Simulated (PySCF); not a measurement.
**A diatomic session: MgTl−**

An exercise on one series of results from a longer session: the logs are not shown, and one member is left open.

Method: Mg def2-SVPD, Tl def2-SVPD with ECP60, scalar-relativistic core potentials; program: PySCF 2.14.0.

7 further runs of the same task are left out: 7 set aside as unsound or not needed.

The first run:

A driver script around PySCF takes these settings:

```json
{"atoms": "Mg, Tl", "charge": "-1", "basis": "Mg def2-SVPD, Tl def2-SVPD with ECP60", "Hamiltonian": "scalar-relativistic core potentials", "basis functions": "53", "electrons treated": "34", "masses in u": "23.9850, 204.9744", "levels": "PBE0, PBE, r²SCAN, HSE06", "grid": "80 radial by 434 angular points", "occupations": "held fixed by the projection of orbital angular momentum", "dissociation limit": "Mg + Tl−, each in its ground configuration", "starting distance in angstrom": "2.885", "values of 2S to try": "0, 2"}
```

Started as:

```
$ OMP_NUM_THREADS=1 python dia.py task.json out
```

Among the steps run: Input; The PBE0 curve of the state that the search chose; PBE; r²SCAN (meta-GGA); HSE06 (range-separated hybrid).

One of the session's tables, all rows but one given; the rest of the session is left out.

Energy (eV) from each level's lowest point:

```
R (Å)    PBE  r²SCAN   PBE0  HSE06
2.475  0.323   0.263  0.312  0.318
2.590  0.140   0.100  0.133  0.137
2.705  0.042   0.021  0.039  0.041
2.792      ?       ?      ?      ?
2.878  0.000   0.003  0.000  0.000
2.964  0.009   0.024  0.011  0.010
3.079  0.042   0.070  0.044  0.043
3.223  0.102   0.145  0.106  0.104
3.396  0.188   0.245  0.193  0.191
3.626  0.307   0.377  0.312  0.310
```

Estimate the missing values for R (Å) = 2.792.

Worked estimate for «PBE». A straight line through the neighbours (2.705, 0.042) and (2.878, 0.000) gives 0.042 + (0.000 − 0.042) × (2.792 − 2.705) / (2.878 − 2.705) = 0.021; a parabola fitted to 4 rows on both sides gives 0.007.

**Answer.** PBE: 0.009; r²SCAN: 0.000; PBE0: 0.007; HSE06: 0.008. In «PBE» the line misses by +0.012 and the parabola by -0.002.
